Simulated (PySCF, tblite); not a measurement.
# C4H10PSSi radical: geometry, infrared bands and EPR parameters

What infrared bands and EPR parameters should C4H10PSSi radical (`C=CS[Si](P)CC`) show?

Programs: tblite 0.8.0 and PySCF 2.14.0, with density-fitted response routines of our own. Each step states its level of theory. These are calculated values for one molecule in the gas phase, unless marked as measured. Atoms are numbered from 0 throughout.

### 1 The starting structure

17 atoms, charge 0, multiplicity 2; geometry from: force field or distance geometry start.

Bonds of the start (Å): C0–C1 1.35, C1–S2 1.71, S2–Si3 2.15, Si3–P4 2.24, Si3–C5 1.87, C5–C6 1.52, C0–H7 1.09, C0–H8 1.08, C1–H9 1.10, P4–H10 1.41, P4–H11 1.41, C5–H12 1.10, C5–H13 1.09, C6–H14 1.10, C6–H15 1.08, C6–H16 1.10.

### 2 Optimising the geometry with GFN2-xTB

What the job is given:

```
{"job": {"kind": "relax", "xc": "GFN2-xTB", "basis": "xTB"}, "charge": 0, "multiplicity": 2}
C      2.941300    -0.493000    -1.191200
C      1.811400    -0.212700    -0.517300
S      0.871300     1.165100    -0.892400
Si    -0.800800     1.177100     0.462100
P      0.008100     1.482700     2.526100
C     -1.691700    -0.470000     0.404600
C     -2.347500    -0.815100    -0.924400
H      3.285300     0.144600    -1.999800
H      3.536400    -1.364200    -0.944100
H      1.510700    -0.882100     0.302900
H      1.047800     0.528700     2.453800
H      0.842200     2.579700     2.212700
H     -0.994400    -1.271900     0.679700
H     -2.457700    -0.473400     1.180100
H     -3.092700    -0.056100    -1.207000
H     -1.615800    -0.895600    -1.716500
H     -2.861100    -1.778800    -0.839300
```

On the command line:

```console
> OMP_NUM_THREADS=1 python probes_run.py task.json out
```

The driver reads the jobs from task.json and runs them one after another.

The log of the run:

```text
step      E/eV     max force
  0    -573.45087    2.198
  1    -573.53789    1.041
  2    -573.56995    0.670
  3    -573.58964    0.399
  4    -573.60919    0.269
  5    -573.61591    0.263
  6    -573.61979    0.192
  7    -573.62317    0.136
  8    -573.62606    0.117
  9    -573.62805    0.101
 10    -573.62981    0.127
 11    -573.63213    0.138
 12    -573.63517    0.153
 13    -573.63828    0.166
 14    -573.64096    0.144
 15    -573.64334    0.112
 16    -573.64563    0.106
 17    -573.64768    0.101
 18    -573.64918    0.085
 19    -573.65021    0.080
 20    -573.65113    0.079
 21    -573.65210    0.090
 22    -573.65293    0.075
 23    -573.65357    0.057
 24    -573.65418    0.075
 25    -573.65507    0.122
 26    -573.65640    0.156
 27    -573.65805    0.149
 28    -573.65966    0.093
 29    -573.66089    0.065
 30    -573.66185    0.080
 31    -573.66296    0.095
 32    -573.66440    0.114
 33    -573.66596    0.097
 34    -573.66747    0.085
 35    -573.66883    0.084
 36    -573.67014    0.096
 37    -573.67175    0.113
 38    -573.67360    0.118
 39    -573.67521    0.114
 40    -573.67715    0.131
 41    -573.67905    0.099
 42    -573.68224    0.107
 43    -573.68583    0.145
 44    -573.68985    0.283
 45    -573.69049    0.278
 46    -573.69714    0.195
 47    -573.70061    0.144
 48    -573.70548    0.189
 49    -573.71154    0.348
 50    -573.71628    0.158
 51    -573.72014    0.153
 52    -573.72374    0.178
 53    -573.72609    0.109
 54    -573.72890    0.098
 55    -573.73167    0.111
 56    -573.73327    0.121
 57    -573.73469    0.135
 58    -573.73620    0.109
 59    -573.73861    0.128
 60    -573.74245    0.161
 61    -573.74635    0.210
 62    -573.74946    0.172
 63    -573.75203    0.222
 64    -573.75502    0.167
 65    -573.75960    0.110
 66    -573.76268    0.107
 67    -573.76568    0.131
 68    -573.76851    0.136
 69    -573.76755    0.339
 70    -573.77537    0.157
 71    -573.77919    0.148
 72    -573.78483    0.254
 73    -573.78749    0.097
 74    -573.78916    0.097
 75    -573.79138    0.327
 76    -573.79409    0.064
 77    -573.79488    0.066
 78    -573.79634    0.170
 79    -573.79741    0.117
 80    -573.80024    0.064
 81    -573.80108    0.076
 82    -573.80180    0.078
 83    -573.80232    0.068
 84    -573.80293    0.063
 85    -573.80333    0.069
 86    -573.80371    0.050
 87    -573.80399    0.039
 88    -573.80428    0.038
 89    -573.80460    0.053
 90    -573.80514    0.062
 91    -573.80572    0.055
 92    -573.80622    0.050
 93    -573.80657    0.040
 94    -573.80692    0.056
 95    -573.80729    0.076
 96    -573.80769    0.058
 97    -573.80805    0.049
 98    -573.80825    0.066
 99    -573.80859    0.083
100    -573.80921    0.099
101    -573.81004    0.093
102    -573.81079    0.060
103    -573.81125    0.045
104    -573.81162    0.046
105    -573.81216    0.065
106    -573.81290    0.068
107    -573.81362    0.055
108    -573.81413    0.052
109    -573.81458    0.052
110    -573.81511    0.061
111    -573.81583    0.056
112    -573.81640    0.048
113    -573.81678    0.052
114    -573.81714    0.050
115    -573.81773    0.061
116    -573.81874    0.061
117    -573.81999    0.087
118    -573.82112    0.129
119    -573.82242    0.159
120    -573.82348    0.170
121    -573.82564    0.120
122    -573.82950    0.121
123    -573.83311    0.139
124    -573.83802    0.178
125    -573.83615    0.387
126    -573.84472    0.188
127    -573.84709    0.118
128    -573.84967    0.121
129    -573.85189    0.156
130    -573.85596    0.174
131    -573.85996    0.176
132    -573.86397    0.155
133    -573.86596    0.229
134    -573.86816    0.193
135    -573.87036    0.112
136    -573.87253    0.116
137    -573.87512    0.158
138    -573.87706    0.094
139    -573.87976    0.121
140    -573.88216    0.099
141    -573.88345    0.169
142    -573.88492    0.088
143    -573.88583    0.087
144    -573.88779    0.071
145    -573.88921    0.085
146    -573.89073    0.086
147    -573.89159    0.063
148    -573.89212    0.044
149    -573.89250    0.048
150    -573.89301    0.059
151    -573.89360    0.077
152    -573.89411    0.114
153    -573.89492    0.073
154    -573.89595    0.054
155    -573.89682    0.066
156    -573.89793    0.081
157    -573.89898    0.099
158    -573.89979    0.080
159    -573.90045    0.063
160    -573.90087    0.051
161    -573.90128    0.041
162    -573.90149    0.040
163    -573.90165    0.029
164    -573.90181    0.027
165    -573.90193    0.030
166    -573.90208    0.028
167    -573.90224    0.028
168    -573.90243    0.031
169    -573.90267    0.042
170    -573.90294    0.042
171    -573.90315    0.033
172    -573.90326    0.021
173    -573.90331    0.018
174    -573.90335    0.014
175    -573.90340    0.015
176    -573.90345    0.018
177    -573.90351    0.020
178    -573.90358    0.023
179    -573.90367    0.027
180    -573.90382    0.030
181    -573.90405    0.033
182    -573.90433    0.036
183    -573.90457    0.034
184    -573.90473    0.029
185    -573.90486    0.023
186    -573.90497    0.021
187    -573.90506    0.020
188    -573.90512    0.016
189    -573.90516    0.012
190    -573.90519    0.012
191    -573.90523    0.017
192    -573.90528    0.020
193    -573.90538    0.023
194    -573.90554    0.033
195    -573.90575    0.038
196    -573.90604    0.048
197    -573.90644    0.055
198    -573.90695    0.053
199    -573.90747    0.044
200    -573.90779    0.047
201    -573.90789    0.064
202    -573.90813    0.024
203    -573.90820    0.017
204    -573.90828    0.012
205    -573.90831    0.011
206    -573.90834    0.010
207    -573.90836    0.012
208    -573.90842    0.013
209    -573.90849    0.017
210    -573.90858    0.021
211    -573.90869    0.024
212    -573.90881    0.024
213    -573.90896    0.022
214    -573.90913    0.022
215    -573.90924    0.019
216    -573.90929    0.011
217    -573.90931    0.011
218    -573.90932    0.009
```

Wall time 2.1 s (1 thread of Arm Neoverse V1, shared host).

The steps of the relaxation: (not every step is listed)

```
step  energy from step 0 (eV)  largest force (eV/Å)
   0                   0.0000                2.1977
   1                  -0.0870                1.0410
   2                  -0.1191                0.6704
   3                  -0.1388                0.3989
   4                  -0.1583                0.2689
   5                  -0.1650                0.2626
   6                  -0.1689                0.1924
   7                  -0.1723                0.1362
   8                  -0.1752                0.1167
  28                  -0.2088                0.0927
  48                  -0.2546                0.1886
  68                  -0.3176                0.1358
  88                  -0.3534                0.0377
 108                  -0.3633                0.0520
 128                  -0.3988                0.1205
 148                  -0.4412                0.0440
 168                  -0.4516                0.0307
 188                  -0.4543                0.0158
 208                  -0.4575                0.0132
 213                  -0.4581                0.0222
 214                  -0.4583                0.0222
 215                  -0.4584                0.0189
 216                  -0.4584                0.0114
 217                  -0.4584                0.0110
 218                  -0.4584                0.0088
```

Distances of close pairs at the start and the end, largest changes first:

```
  bond  before (Å)  after (Å)  change (Å)
Si3–C5       1.873      1.921      +0.048
S2–Si3       2.152      2.198      +0.046
 C1–S2       1.710      1.754      +0.044
P4–H11       1.413      1.383      -0.030
P4–H10       1.413      1.385      -0.028
 C0–C1       1.345      1.322      -0.024
Si3–P4       2.238      2.261      +0.023
 C1–H9       1.101      1.083      -0.018
```

The end geometry stands in the next job.

### 3 Vibrational analysis with GFN2-xTB

What the job is given:

```
{"job": {"kind": "ir", "xc": "GFN2-xTB", "basis": "xTB"}, "charge": 0, "multiplicity": 2}
C      3.469315    -0.427666    -1.297204
C      2.399990    -0.192030    -0.557121
S      0.771724    -0.563460    -1.093458
Si    -0.400374     0.625546     0.335928
P      0.636447     0.601518     2.345024
C     -2.060352    -0.334005     0.455992
C     -2.713072    -0.558509    -0.900874
H      3.385690    -0.838523    -2.288334
H      4.459313    -0.219876    -0.929993
H      2.462298     0.209846     0.446105
H      1.264432     1.824897     2.179818
H     -0.445222     1.180391     2.983090
H     -1.864085    -1.300896     0.927387
H     -2.746283     0.205792     1.110466
H     -2.969031     0.389495    -1.366874
H     -2.035033    -1.090463    -1.563281
H     -3.622755    -1.147074    -0.796582
```

The log of the run:

```text
mode    cm-1     km/mol
  1      42.3      2.27
  2      52.6      0.15
  3      64.7      1.34
  4      90.9      1.14
  5      95.0      3.28
  6     149.7      7.75
  7     153.3      0.87
  8     170.6      2.38
  9     236.3      1.91
 10     272.5      1.29
 11     337.3     14.16
 12     422.2     11.05
 13     513.7     76.84
 14     570.1      0.69
 15     649.5     18.53
 16     680.6     24.60
 17     707.2     48.53
 18     718.1      5.31
 19     728.2     17.24
 20     849.7     12.22
 21     965.6      4.24
 22     976.5     18.07
 23    1011.1      2.82
 24    1014.2     12.20
 25    1075.9     12.20
 26    1147.1     16.89
 27    1225.8      0.88
 28    1250.2     18.28
 29    1257.6      2.90
 30    1373.6      2.48
 31    1418.3      3.87
 32    1459.8      0.22
 33    1502.4      3.56
 34    1504.6      3.92
 35    1642.8     39.84
 36    2302.2     59.57
 37    2387.5    117.36
 38    2942.7     16.74
 39    2977.7     19.29
 40    3019.2     27.61
 41    3021.8     44.80
 42    3041.5     31.47
 43    3046.7     19.57
 44    3107.7      3.60
 45    3140.2     18.28
```

Run time: 0.81 s. Hardware: 1 thread of Arm Neoverse V1, shared host.

The strongest bands and the atoms that carry them (share of the mass-weighted mode):

```
cm⁻¹  km/mol                                  atoms
 514    76.8             Si3 57 %, S2 18 %, P4 17 %
 707    48.5  H10 30 %, Si3 17 %, C5 13 %, H11 11 %
1643    39.8                       C0 48 %, C1 44 %
2302    59.6                     H10 63 %, H11 34 %
2388   117.4                     H11 63 %, H10 34 %
3019    27.6                                H9 92 %
3022    44.8                               H16 90 %
3042    31.5                     H14 75 %, H15 16 %
```

### 4 EPR parameters: B3LYP/pcH-1

The job, as its differences from that of step 3:

```diff
@@ -1,2 +1,2 @@
-{"job": {"kind": "ir", "xc": "GFN2-xTB", "basis": "xTB"}, "charge": 0, "multiplicity": 2}
+{"job": {"kind": "epr", "basis": "pcH-1"}, "charge": 0, "multiplicity": 2}
 C      3.469315    -0.427666    -1.297204
```

Level: UKS B3LYP, pcH-1 on C H P S Si, non-relativistic, mean-field spin-orbit, GIAO.

The log of the run:

```text
UKS, coarse grid
  cycle   1  E = -1187.42507122  |g| = 3.84e-01
  cycle   2  E = -1187.36700716  |g| = 4.81e-01
  cycle   3  E = -1187.49193747  |g| = 7.09e-02
  cycle   4  E = -1187.49400223  |g| = 4.13e-02
  cycle   5  E = -1187.49489129  |g| = 9.79e-03
  cycle   6  E = -1187.49494049  |g| = 4.10e-03
  cycle   7  E = -1187.49495002  |g| = 1.14e-03
  cycle   8  E = -1187.49495022  |g| = 5.75e-04
UKS, final grid
  cycle   1  E = -1187.49494036  |g| = 7.65e-04
  cycle   2  E = -1187.49493991  |g| = 1.20e-03
  cycle   3  E = -1187.49494072  |g| = 1.02e-04
  cycle   4  E = -1187.49494073  |g| = 4.64e-05
  cycle   5  E = -1187.49494074  |g| = 3.39e-05
  cycle   6  E = -1187.49494074  |g| = 1.00e-05
E = -1187.49494074 Eh   <S^2> = 0.7528 (exact 0.7500)
g shifts (ppm)      1          2          3
  rmc          -168       -168       -168
  gc              5         72         64
  oz_so        -336       2314       8489
  total        -499       2218       8384
hyperfine (MHz)  atom isotope    a_iso     a_fc   dipolar eigenvalues
    0   13C       4.08       4.10     -3.89     -3.45      7.34
    1   13C      -5.07      -5.08     -3.38      1.11      2.27
    2   33S      12.43      12.34    -16.48    -14.68     31.16
    3  29Si    -536.72    -537.16   -133.44     65.35     68.09
    4   31P     -23.51     -23.06    -60.39    -54.04    114.43
    5   13C      32.71      32.68     -5.34     -5.09     10.43
    6   13C       1.52       1.52     -0.49     -0.37      0.86
    7    1H      -3.01      -3.00     -1.03     -0.62      1.65
    8    1H      -3.30      -3.30     -1.86     -0.46      2.31
    9    1H       0.95       0.93     -1.95     -1.42      3.37
   10    1H      26.64      26.63     -4.21     -0.77      4.99
   11    1H      -2.98      -3.00     -4.19      0.16      4.03
   12    1H      38.86      38.86     -3.97      0.42      3.55
   13    1H      -2.64      -2.64     -4.07     -1.92      5.99
   14    1H       0.11       0.10     -2.25     -1.71      3.96
   15    1H       0.19       0.19     -1.56     -1.34      2.90
   16    1H       0.31       0.31     -1.23     -0.77      2.00
```

Run time: 2.5 min. Hardware: 1 thread of Arm Neoverse V1, shared host; peak memory 1.2 GiB.

Principal g values 2.00182, 2.00454, 2.01070; g(iso) = 2.00569, against 2.00232 for a free electron.

Hyperfine couplings; where a row names several nuclei, a(iso) is their mean (it holds for fast rotation or exchange) and the dipolar term the largest among them:

```
       nuclei  isotope  a(iso) (MHz)  a(iso) (G, at g = 2.0023)  largest dipolar term (MHz)
          Si3     29Si        -536.7                     -191.5                      -133.4
           C5      13C          32.7                       11.7                        10.4
           P4      31P         -23.5                       -8.4                       114.4
     H12, H13       1H          18.1                        6.5                         6.0
           S2      33S          12.4                        4.4                        31.2
     H10, H11       1H          11.8                        4.2                         5.0
           C1      13C          -5.1                       -1.8                        -3.4
           C0      13C           4.1                        1.5                         7.3
           H8       1H          -3.3                       -1.2                         2.3
           H7       1H          -3.0                       -1.1                         1.7
           C6      13C           1.5                        0.5                         0.9
           H9       1H           0.9                        0.3                         3.4
H14, H15, H16       1H           0.2                        0.1                         4.0
```

Mulliken spin populations:

C0 0.05; C1 -0.03; S2 0.12; Si3 0.70; P4 0.12; C5 0.03; C6 0.00; H7 0.00; H8 0.00; H9 0.00; H10 0.01; H11 0.00; H12 0.02; H13 0.00; H14 0.00; H15 0.00; H16 0.00

In first order the couplings over 0.8 MHz of 31P, 1H give 144 distinct lines over 32.4 G, if the averaged nuclei exchange fast.

Orbitals, density, ELF and potential are computed afterwards from the orbital file.

ELF in a plane through or near 13 of the atoms.

Ten even steps from '0' (0.00) to '9' (1.00):
```
0000000000000000000000000000
0000000000000000000000000000
0000000000000013300000000000
0000000000122389960000000000
0000000001365499970000000000
0000000001472579810000000000
0000000000251344000430000000
0000000063037885117995000000
0000100199803512758995000000
0006981179714513925730000000
0009997545667853657611000000
0008994285825450066599720000
0000138850452740898799930000
0000069980289820999489710000
0000069970056500798111000000
0000005610011000031000000000
0000000000000000000000000000
0000000000000000000000000000
0000000000000000000000000000
0000000000000000000000000000
```
The map spans 14.2 Å across and 11.6 Å up, centred on the molecule. Atoms in the plane (x, y in Å): C0 (-3.6, -1.1), C1 (-2.4, -0.4), S2 (-0.9, -1.1), P4 (-0.4, 2.5), C5 (2.1, 0.2), C6 (2.6, -1.2), H7 (-3.6, -2.1), H8 (-4.5, -0.6), H9 (-2.4, 0.7), H11 (0.7, 3.2), H13 (2.8, 0.9), H15 (1.9, -2.0), H16 (3.6, -1.4).

On the surface of density 0.002 e/bohr³ the electrostatic potential runs, from the 1st to the 99th percentile, from -0.76 V near S2 to 0.96 V near H9.

The spin density lies nearest to Si3 57 %; S2 13 %; P4 12 %.

### 5 Summary of results

| quantity | value |
| --- | --- |
| strongest single infrared mode (GFN2-xTB) | 2388 cm⁻¹, 117 km/mol |
| zero-point energy (GFN2-xTB) | 79.1 kcal/mol |
| g(iso) (B3LYP) | 2.00569 |
| ⟨S²⟩ | 0.753 (exact 0.75) |
| largest a(iso) (averaged by class) | 29Si on Si3, -536.7 MHz |
| surface potential, 1st and 99th percentile | -0.76 V and 0.96 V |

The optimisation took 218 steps and gained 0.458 eV; among the close pairs (by a distance rule), Si3–C5 changed most, from 1.873 to 1.921 Å. All 45 modes are real, so the xTB geometry is a minimum. The strongest single mode, at 2388 cm⁻¹, moves mainly H11 and H10. GFN2-xTB is a fitted tight-binding method: band positions and strengths are rough. Its intensities can rank the bands wrongly. Si3 carries the largest spin population, 0.70 e. The isotropic g lies 3.4 ppt above the free-electron value.
